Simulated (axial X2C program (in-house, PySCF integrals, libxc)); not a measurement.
# LaB: properties at the nuclei

Aim: properties at the nuclei of LaB, with spin–orbit coupling in the Hamiltonian from the start.

Method: two-component X2C with atomic mean-field terms, La dyall-cv3z, B dyall-v3z; program: an in-house X2C program for linear molecules on PySCF integrals.

All values are calculated.

### Step 1. Input

Contents of task.json:

```json
{"zs": [57, 5], "q": 0, "bas": ["dyall-cv3z", "dyall-v3z"], "r0": 2.65, "levels": ["PBE0", "HF", "r2SCAN", "B3LYP", "PBE50"], "nst": 3}
```

Keys: zs atomic numbers; q charge; bas basis sets; r0 starting distance in Å; levels methods (HF also brings MP2); nst determinants followed.

Command:

```
$ python soeom.py task.json out
```

Further steps of the session: Expectation values, lowest determinant; Expectation values, a higher determinant; Expectation values, a higher determinant.

What does the calculation give? Wanted: lowest determinant; Eeff magnitude; Ws magnitude La; A∥/gI La; qzz La; higher determinant (for each run or level that gives them).

As calculated:

| quantity | value |
| --- | --- |
| lowest determinant | Ω = 2 (excess of +ω over −ω: ω = 1/2, ω = 3/2) |
| Eeff magnitude (GV/cm), PBE0 | 6.13 |
| Ws magnitude La (kHz), PBE0 | 1.74 |
| A∥/gI La (MHz), PBE0 | 1150 |
| qzz La (a.u.), PBE0 | -2.57 |
| higher determinant | Ω = 1 (excess of +ω over −ω: ω = -1/2, ω = 3/2) |
| Eeff magnitude (GV/cm), PBE0, higher determinant | 5.02 |
| Ws magnitude La (kHz), PBE0, higher determinant | 3.63 |
| A∥/gI La (MHz), PBE0, higher determinant | -1770 |
| qzz La (a.u.), PBE0, higher determinant | -2.55 |
| higher determinant | Ω = 0 (excess of +ω over −ω: 3 × ω = 1/2, ω = -3/2) |
| Eeff magnitude (GV/cm), PBE0, higher determinant | 6.06 |
| Ws magnitude La (kHz), PBE0, higher determinant | n/a |
| qzz La (a.u.), PBE0, higher determinant | -2.47 |
| qzz B (a.u.), PBE0, higher determinant | -0.11 |

**Reading.** In the first state, the effective field runs from 6.13 to 8.31 GV/cm over the mean-field levels. The expectation values come from single determinants, which for open shells can mix terms of unlike spin or miss the lowest Ω, so a determinant need not be a state. Eeff is the effective electric field on the electron dipole moment in this Ω state and Ws the scalar–pseudoscalar constant (defined with the proton number Z and per Ω); A∥ is the parallel hyperfine constant, which follows by multiplying with the nuclear g factor gI = μI/(I μN); qzz is the electric field gradient, eQq0 = 234.96 MHz × Q/barn × qzz; μ is positive if B is the positive end. The operators were transformed with the bare-nucleus X2C matrices.
